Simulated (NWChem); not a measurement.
# CsF (SMILES [F][Cs]) at TPSSh/jorge-TZP

What is the vertical ionisation energy of CsF at TPSSh/jorge-TZP? 

Program for the calculation: NWChem 7.3.0.

6 further runs of the same task are left out: 6 set aside as unsound or not needed.

## 1. The molecule

CsF has 2 atoms, charge 0, and is taken as a singlet. SMILES: `[F][Cs]`. Geometry: the measured bond length.

Bond lengths: F1–Cs2 2.345 Å.

## 2. The energy at TPSSh/jorge-TZP

The input, mol.nw:

```
start mol
memory total 2200 mb

geometry noautosym nocenter noautoz
F      0.000000     0.000000     0.000000
Cs     0.000000     0.000000     2.345351
end

basis spherical bse
* library jorge-TZP
end

dft
xc xctpssh
grid fine
convergence energy 1e-08
iterations 100
mulliken
noprint "final vectors analysis"
end

task dft
```

Run with:

```sh
$ nwchem mol.nw > mol.out
```

Output:

```text
[...]
          Wavefunction type:  closed shell.
          No. of atoms     :     2
          No. of electrons :    64
[...]
          Charge           :     0
          Spin multiplicity:     1
[...]
          AO basis - number of functions:    82
[...]
              XC Information
              --------------
                  TPSS hybrid Method XC Functional
                     Hartree-Fock (Exact) Exchange  0.100
                  TPSS metaGGA Exchange Functional  0.900
             TPSS03 metaGGA Correlation Functional  1.000
[...]
 d= 0,ls=0.0,diis     1  -7647.9238988362 -7.76D+03  4.98D-02  4.58D+00     3.9
[...]
 d= 0,ls=0.5,diis    20  -7648.0409403302 -6.37D-09  1.93D-06  5.22D-09    47.0
         Total DFT energy =    -7648.040940333761
      One electron energy =   -10696.854764504358
           Coulomb energy =     3134.200564873880
    Exchange-Corr. energy =     -197.072683768884
 Nuclear repulsion energy =      111.685943065601
[...]
      Total Density - Mulliken Population Analysis
     ---------------------------------------------
    Atom       Charge   Shell Charges
 -----------   ------   -------------------------------------------------------
    1 F    9     9.83   0.58  1.38  0.26  0.89  0.86  2.27  2.01  1.56  0.00  0.00  0.00
    2 Cs  55    54.17   0.51  1.46  2.04  1.96  2.13  1.01  0.88  0.03 -0.00  6.00  6.00  5.95  3.38  2.67  9.98 10.19 -0.33  0.31  0.02
[...]
```

It took 50 s on 1 thread of Intel Xeon Platinum 8259CL at 2.50GHz (Skylake/Cascade Lake), shared host; peak memory 0.11 GiB.

## 3. The doublet cation at the same level

The input, mymol.nw:

```
start mymol
title "CsF"
memory 2200 mb
charge 1

geometry units angstroms noautosym nocenter noautoz
  F     0.000000    0.000000    0.000000
  Cs    0.000000    0.000000    2.345351
end

basis spherical bse
  * library jorge-TZP
end

dft
  xc xctpssh
  mult 2
  grid fine
  convergence energy 1e-08
  iterations 100
  mulliken
  noprint "final vectors analysis"
end

task dft energy
```

Run with:

```sh
$ nwchem mymol.nw > mymol.out
```

Output:

```text
[...]
          Wavefunction type:  spin polarized.
          No. of atoms     :     2
          No. of electrons :    63
[...]
          Charge           :     1
          Spin multiplicity:     2
[...]
          AO basis - number of functions:    82
[...]
              XC Information
              --------------
                  TPSS hybrid Method XC Functional
                     Hartree-Fock (Exact) Exchange  0.100
                  TPSS metaGGA Exchange Functional  0.900
             TPSS03 metaGGA Correlation Functional  1.000
[...]
 d= 0,ls=0.0,diis     1  -7647.4808177839 -7.76D+03  1.97D-02  2.00D+00     4.3
[...]
 d= 0,ls=0.0,diis    10  -7647.7093233474 -2.89D-09  1.88D-07  2.45D-10    27.0
[...]
         Total DFT energy =    -7647.709323347360
      One electron energy =   -10678.717453078221
           Coulomb energy =     3116.033070250601
    Exchange-Corr. energy =     -196.710883585342
 Nuclear repulsion energy =      111.685943065601
[...]
      Total Density - Mulliken Population Analysis
     ---------------------------------------------
    Atom       Charge   Shell Charges
 -----------   ------   -------------------------------------------------------
    1 F    9     9.05   0.58  1.38  0.25  1.00  0.78  2.19  1.94  0.93  0.00  0.00  0.00
    2 Cs  55    53.95   0.51  1.46  2.04  1.96  2.13  1.03  0.86  0.02 -0.00  6.00  6.00  5.95  3.47  2.49  9.98 10.19 -0.33  0.20  0.01
[...]
      <S2> =      0.7522 (Exact =     0.7500)
[...]
```

It took 28 s on 1 thread of Intel Xeon Platinum 8259CL at 2.50GHz (Skylake/Cascade Lake), shared host; peak memory 0.11 GiB.

## 4. Outcome

Level: TPSSh/jorge-TZP.

| quantity | value |
| --- | --- |
| singlet CsF: total energy | -7648.04094 Eh |
| singlet CsF: dipole moment | 8.14 D |
| doublet cation: total energy | -7647.70932 Eh |
| doublet cation: ⟨S²⟩ | 0.752 |
| vertical ionisation energy (to the doublet cation) | 9.024 eV |

**Reading.** Removing an electron at fixed nuclei costs 9.02 eV (871 kJ/mol).
